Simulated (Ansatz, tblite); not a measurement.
# The cluster Ca4H4O6: rung by rung

An exercise on one series of results from a longer session: the logs are not shown, and one member is left open.

Computed with Ansatz 0.2.0, Gaussian basis. Level: as each input shows.

The runs, in order: GFN1-xTB, GFN2-xTB, PBE-D4/def2-TZVP, r2SCAN-D4/def2-TZVP, B97M-V/def2-TZVP, B2PLYP/def2-TZVP, BLYP-D4/def2-TZVP, PBE-D4/def2-SVP, PBE0-D4/def2-SVP, HF/STO-3G, HF/6-31G, B3LYP-D4/6-31G, PBE-D4/def2-TZVPD, B97M-V/def2-TZVPD, MP2/def2-SVP, RPA/def2-SVP.

6 further runs of the same task are left out: 4 that didn't finish, 2 set aside as unsound or not needed. Runs told in other sessions of the task aren't counted.

### The relaxed structure

The singlet was relaxed beforehand with B3LYP-D4/def2-SVP.

14 atoms, charge 0, spin multiplicity 1.

Bond lengths: Ca1–O6 2.383 Å, Ca1–O7 2.306 Å, Ca1–O8 2.363 Å, Ca1–O10 2.081 Å, Ca2–O8 2.232 Å, Ca2–O9 2.304 Å, Ca2–O10 2.023 Å, Ca3–O5 2.315 Å, Ca3–O7 2.212 Å, Ca3–O8 2.201 Å, Ca3–O9 2.242 Å, Ca4–O5 2.213 Å, Ca4–O6 2.174 Å, Ca4–O8 2.088 Å, O5–H11 0.964 Å, O6–H12 0.963 Å, O7–H13 0.963 Å, O9–H14 0.964 Å. Angles: O6–Ca1–O7 101.9°, O6–Ca1–O8 78.8°, O6–Ca1–O10 139.0°, O7–Ca1–O8 79.9°, O7–Ca1–O10 110.9°, O8–Ca1–O10 83.4°, O8–Ca2–O9 82.3°, O8–Ca2–O10 88.2°, O9–Ca2–O10 121.6°, O5–Ca3–O7 103.6°, O5–Ca3–O8 81.2°, O5–Ca3–O9 142.1°, O7–Ca3–O8 85.6°, O7–Ca3–O9 110.0°, O8–Ca3–O9 84.4°, O5–Ca4–O6 126.9°, O5–Ca4–O8 86.2°, O6–Ca4–O8 89.9° and more.

PBE0-D4/def2-TZVP was run before; its log isn't repeated, and its numbers join the tables.

The first run:

Tight binding, by tblite at 300 K electronic temperature and without a spin-polarisation term:

```python
tblite.interface.Calculator('GFN1-xTB', numbers, positions, charge=0, uhf=0).singlepoint()
```

Tight binding, by tblite at 300 K electronic temperature and without a spin-polarisation term:

```python
tblite.interface.Calculator('GFN2-xTB', numbers, positions, charge=0, uhf=0).singlepoint()
```

start.molden holds the orbitals of an earlier run on this state, given as this run's starting guess.

File in.yaml:

```yaml
crystal:
  periodic: [false, false, false]
  atoms:
    - {symbol: Ca, position_ang: [1.576671, 1.103064, 0.282714]}
    - {symbol: Ca, position_ang: [-0.819982, 1.241010, 2.312835]}
    - {symbol: Ca, position_ang: [-0.792771, -1.331799, 0.257190]}
    - {symbol: Ca, position_ang: [-0.833237, 1.006874, -1.968677]}
    - {symbol: O, position_ang: [-1.466292, -1.113316, -1.947279]}
    - {symbol: O, position_ang: [1.206004, 1.760903, -1.977264]}
    - {symbol: O, position_ang: [1.411981, -1.192783, 0.144191]}
    - {symbol: O, position_ang: [-0.767718, 0.864148, 0.113097]}
    - {symbol: O, position_ang: [-1.476770, -0.966928, 2.360587]}
    - {symbol: O, position_ang: [1.130874, 1.764260, 2.204736]}
    - {symbol: H, position_ang: [-1.601978, -1.797101, -2.612426]}
    - {symbol: H, position_ang: [1.887393, 2.022248, -2.605662]}
    - {symbol: H, position_ang: [2.124434, -1.819829, 0.307907]}
    - {symbol: H, position_ang: [-1.578610, -1.540753, 3.128050]}
basis:
  gaussian: {orbitals: def2-TZVP, initial_orbitals: start.molden}
hamiltonian: {xc: pbe, dispersion: d4}
scf: {omitted_lower_state_checks: [starts]}
output: {forces: true, orbitals: {seedname: orbitals}}
```

Launch:

```console
> ansatz run in.yaml --threads 4 --pin off --events-out ev --progress --plain --max-ram 4787MiB
```

Steps of the session up to this table: PBE-D4/def2-TZVP; r2SCAN-D4/def2-TZVP; B97M-V/def2-TZVP; B2PLYP/def2-TZVP; BLYP-D4/def2-TZVP; PBE-D4/def2-SVP; PBE0-D4/def2-SVP; HF/STO-3G; HF/6-31G; B3LYP-D4/6-31G; PBE-D4/def2-TZVPD; B97M-V/def2-TZVPD; MP2/def2-SVP; RPA/def2-SVP.

One table of the session follows, with a row left open; its other results are not shown here.

It belongs to the step «Binding energy». 

| level | binding an atom (eV) |
| --- | --- |
| HF/STO-3G | 1.280 |
| HF/6-31G | 2.594 |
| HF/def2-SVP | 2.784 |
| PBE-D4/def2-SVP | 4.340 |
| PBE-D4/def2-TZVP | 4.238 |
| PBE-D4/def2-TZVPD | 4.242 |
| BLYP-D4/def2-TZVP | ? |
| r2SCAN-D4/def2-TZVP | 4.230 |
| B97M-V/def2-TZVP | 4.099 |
| B97M-V/def2-TZVPD | 4.103 |
| B3LYP-D4/6-31G | 3.999 |
| PBE0-D4/def2-SVP | 4.138 |
| PBE0-D4/def2-TZVP | 4.045 |
| MP2/def2-SVP | 3.975 |

**Question.** Estimate the row for BLYP-D4/def2-TZVP.

As computed: binding an atom (eV): 4.170. In the column «binding an atom (eV)» it lies between PBE0-D4/def2-SVP (4.138) and r2SCAN-D4/def2-TZVP (4.230).

To keep in mind: Free atoms were run apart at each level; binding is atoms less cluster, divided by the number of atoms, without zero-point or spin-orbit terms.
